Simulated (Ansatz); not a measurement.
## AgRh: relaxation of cell and atoms with PBE

Crystal: AgRh.

```
CELL_PARAMETERS angstrom
2.77759 0.00000 0.00000
-1.38879 2.40546 0.00000
0.00000 0.00000 4.80860
ATOMIC_POSITIONS crystal
Ag 0.00000 0.00000 0.50000
Rh 0.66667 0.33333 0.00000
```

The cell comes from a database or a generator and needn't be the stable form of this composition.

```
Program             : Ansatz 0.2.0
Task                : relaxation of cell and atoms
Functional          : PBE
Potentials or basis : Ansatz PAW
Cutoff              : 420 eV (not typed: the program's choice for these potentials)
k mesh              : 11 × 11 × 6
Occupations         : fermi-dirac, width 0.05 eV
Spin                : no spin polarisation
```

The relaxed volume is 15.81 Å³/atom. The relaxed cell is a = 2.769 Å, b = 2.769 Å, c = 4.762 Å, α = 90.00°, β = 90.00°, γ = 120.00° and the space group after relaxing (to 0.05 Å) is P-6m2 (No. 187). The energy gained by relaxing is 2.1 meV/atom and the ionic steps are 4. The pressure after relaxing is 0.0 GPa and the band gap on the k mesh is none (metal or under the smearing width).

Step by step:
| step | energy change (eV) | largest force (eV/Å) | volume (Å³) |
| --- | --- | --- | --- |
| 1 | 0.0000 | 0.0000 | 32.13 |
| 2 | -0.0043 | 0.0000 | 31.65 |
| 3 | -0.0044 | 0.0000 | 31.61 |
| 4 | -0.0041 | 0.0000 | 31.61 |

Final structure:
```yaml
crystal:
  lattice:
    - [2.76887, 0.00000, 0.00000]
    - [-1.38443, 2.39791, 0.00000]
    - [0.00000, 0.00000, 4.76164]
  atoms:
    - { symbol: Ag, position: [0.00000, 0.00000, 0.50000] }
    - { symbol: Rh, position: [0.66667, 0.33333, 0.00000] }
```

Levels at points of the mesh, in eV from the Fermi level:
```csv
k point,band 16,band 17,band 18,band 19,band 20,band 21
"(0.00, 0.00, 0.00)",-1.80,-1.80,0.13,0.13,0.21,5.56
"(0.00, 0.00, -0.50)",-2.49,-1.59,-1.59,0.09,0.09,11.82
```

Run time: 11 s on 2 threads of Arm Neoverse V2 (shared host), peak memory 0.36 GiB.

Caveat: the plane-wave basis is chosen anew once the cell has moved, so the energies of steps on either side of that aren't comparable.
